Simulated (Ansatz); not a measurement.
# BFHTe radical (SMILES FB[Te]): functionals against CCSD(T) at one geometry

An exercise on one series of results from a longer session: the logs are not shown, and one member is left open.

Computed with Ansatz 0.2.0, Gaussian basis. Level: single points in def2-TZVPP.

Cores are frozen in the correlated methods. Filled d shells of the heavier atoms are correlated. Core potentials replace the inner electrons past krypton, and spin-orbit coupling is left out. Orbitals are unrestricted.

### Where the work starts

SMILES `FB[Te]`, 4 atoms, charge 0, spin multiplicity 2.

Atoms are counted from 1 here; the program's logs count them from 0.

Bond lengths: F1–B2 1.276 Å, B2–Te3 2.081 Å, B2–H4 1.195 Å. Angles: F1–B2–Te3 123.3°, F1–B2–H4 113.9°, Te3–B2–H4 122.7°.

As a file:

```xyz
4
BFHTe
F    -0.1434    0.9488   -0.9910
B    -0.1545    0.0822   -0.0549
Te    1.5447   -0.9419    0.5732
H    -1.2189   -0.0464    0.4736
```

Set-up of the first run:

File run/in.yaml:

```yaml
crystal:
  periodic: [false, false, false]
  atoms:
    - {symbol: F, position_ang: [-0.143400, 0.948800, -0.991000]}
    - {symbol: B, position_ang: [-0.154500, 0.082200, -0.054900]}
    - {symbol: Te, position_ang: [1.544700, -0.941900, 0.573200]}
    - {symbol: H, position_ang: [-1.218900, -0.046400, 0.473600]}
basis:
  gaussian: {orbitals: def2-TZVPP}
magnetization: {spin_polarized: true, initial_magnetization: 1}
correlation: {method: ccsd_t}
scf: {omitted_lower_state_checks: [cluster_reference]}
output: {forces: true}
```

The command line of these runs was not kept.

Among the steps run: CCSD(T)/def2-TZVPP; PBE0-D4/def2-TZVPP; wB97M-V/def2-TZVPP; r2SCAN-D4/def2-TZVPP; PBE-D4/def2-TZVPP; wB97X-V/def2-TZVPP; SPW92/def2-TZVPP.

One table of the session follows, with a row left open; its other results are not shown here.

```
   method  RMS force component (eV/Å)  angle to CCSD(T) forces (°)  dipole (D)
  CCSD(T)                       1.086                    reference        0.68
  PBE0-D4                           ?                            ?           ?
  wB97M-V                       1.034                          1.4        0.56
r2SCAN-D4                       1.015                          2.7        0.59
   PBE-D4                       1.153                          7.1        0.62
  wB97X-V                       1.072                          2.2        0.55
    SPW92                       0.840                         13.1        0.63
```

**Question.** Estimate the row for PBE0-D4.

The run gave: RMS force component (eV/Å): 0.951; angle to CCSD(T) forces (°): 3.2; dipole (D): 0.65. In the column «RMS force component (eV/Å)» it lies between SPW92 (0.840) and r2SCAN-D4 (1.015).
